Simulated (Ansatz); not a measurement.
This script makes an equation of state with a fit of LiPb, space group R-3m with Ansatz 0.2.0, Python API.

`eos_lipb.py`:
```python
"""Bulk modulus of LiPb from an E(V) curve."""

from dataclasses import dataclass

import ansatz as az
import numpy as np
from scipy.optimize import curve_fit


@dataclass
class Options:
    xc: str = "r2scan"
    dispersion: str = "d3bjatm"
    smearing_width: float = 0.15
    scf_tol: float = 1e-06
    max_scf: int = 200
    kgrid: tuple[int, ...] = (8, 8, 8)


settings = Options()

vectors0 = np.array([
    [2.4935, 1.439623, 2.062667],
    [-2.4935, 1.439623, 2.062667],
    [0.0, -2.879246, 2.062667],
])
sites = [
    ("Li", [0.5, 0.5, 0.5]),
    ("Pb", [0.0, 0.0, 0.0]),
]


def build(cell):
    crystal = az.Crystal(lattice=az.Lattice.of(cell))
    for symbol, position in sites:
        crystal = crystal.atom(symbol, position)
    return crystal

def vinet(v, e0, v0, b0, b1):
    eta = (v / v0) ** (1 / 3)
    return e0 + 2 * b0 * v0 / (b1 - 1) ** 2 * (2 - (5 + 3 * b1 * (eta - 1) - 3 * eta) * np.exp(-1.5 * (b1 - 1) * (eta - 1)))

# uniform scaling of the cell
volumes, energies = [], []
for scale in np.linspace(0.9, 1.1, 9):
    cell = vectors0 * scale ** (1 / 3)
    base = (
        build(cell).calculation()
        .functional(settings.xc, dispersion=settings.dispersion)
        .pseudopotentials("nc")
        .occupations(az.OccupationsMethod.METHFESSEL_PAXTON, width=settings.smearing_width)
        .mixing("anderson")
        .scf(tolerance=settings.scf_tol, max_iterations=settings.max_scf)
        .kpoints(*settings.kgrid)
    )
    report = base.run(threads=1).report
    volumes.append(abs(np.linalg.det(cell)) / len(sites))
    energies.append(report["free_energy_ev"] / len(sites))
    print(f"V = {volumes[-1]:8.4f} A^3/atom  F = {energies[-1]:.5f} eV/atom")

guess = (min(energies), volumes[int(np.argmin(energies))], 0.5, 4.5)
(e0, v0, b0, b1), _ = curve_fit(vinet, np.array(volumes), np.array(energies), p0=guess, maxfev=20000)
print(f"Vinet fit: V0 = {v0:.4f} A^3/atom, B0 = {160.21766 * b0:.1f} GPa, B1 = {b1:.2f}")
print("largest residual", round(1000 * float(np.abs(vinet(np.array(volumes), e0, v0, b0, b1) - energies).max()), 3), "meV/atom")
```

Estimate the equilibrium volume and the bulk modulus.

A third-order Birch-Murnaghan fit through the 9 points (the script's own form differs a little) has its minimum at 21.64 Å³ an atom, 2.6 % below the typed cell, with a bulk modulus of 37 GPa and dB/dP = 4.4. From that minimum the energy rises by 16.9 meV an atom on the compressed side and 33.4 meV on the expanded side.

The run itself:

```console
$ python eos_lipb.py
DeckWarning: basis.ecutwfc = 1034.032677 eV, auto-derived from the records' recommended cutoffs: set by Li (normal level)
V =  19.9918 A^3/atom  F = -1275.25986 eV/atom
V =  20.5471 A^3/atom  F = -1275.26964 eV/atom
V =  21.1024 A^3/atom  F = -1275.27509 eV/atom
V =  21.6577 A^3/atom  F = -1275.27673 eV/atom
V =  22.2131 A^3/atom  F = -1275.27507 eV/atom
V =  22.7684 A^3/atom  F = -1275.27055 eV/atom
V =  23.3237 A^3/atom  F = -1275.26355 eV/atom
V =  23.8790 A^3/atom  F = -1275.25438 eV/atom
V =  24.4344 A^3/atom  F = -1275.24331 eV/atom
Vinet fit: V0 = 21.6450 A^3/atom, B0 = 37.1 GPa, B1 = 4.40
largest residual 0.01 meV/atom
```
(Warnings from the package without file and line.)

The settings weren't tested for convergence. Shape and fractional positions are held along the curve, so the bulk modulus is an upper value where they are free to relax. Such functionals run on norm-conserving files made under PBE, which can move pressures by some GPa. Dispersion corrections can be off by several per cent in the lattices of metals, and by several GPa in the pressure at a fixed cell. The mesh is modest for a metal, so energies can be off by several to tens of meV an atom and pressures by half a GPa or more; differences at equal mesh fare better. Spin-orbit coupling, which matters for elements this heavy, is left out. The starting cell is as deposited in a crystallographic database; the results hold for this polymorph, which needn't be the stable one. It ran for 78 s on 1 thread of Intel(R) Xeon(R) Processor @ 2.30GHz (shared host), peak memory 0.62 GiB.
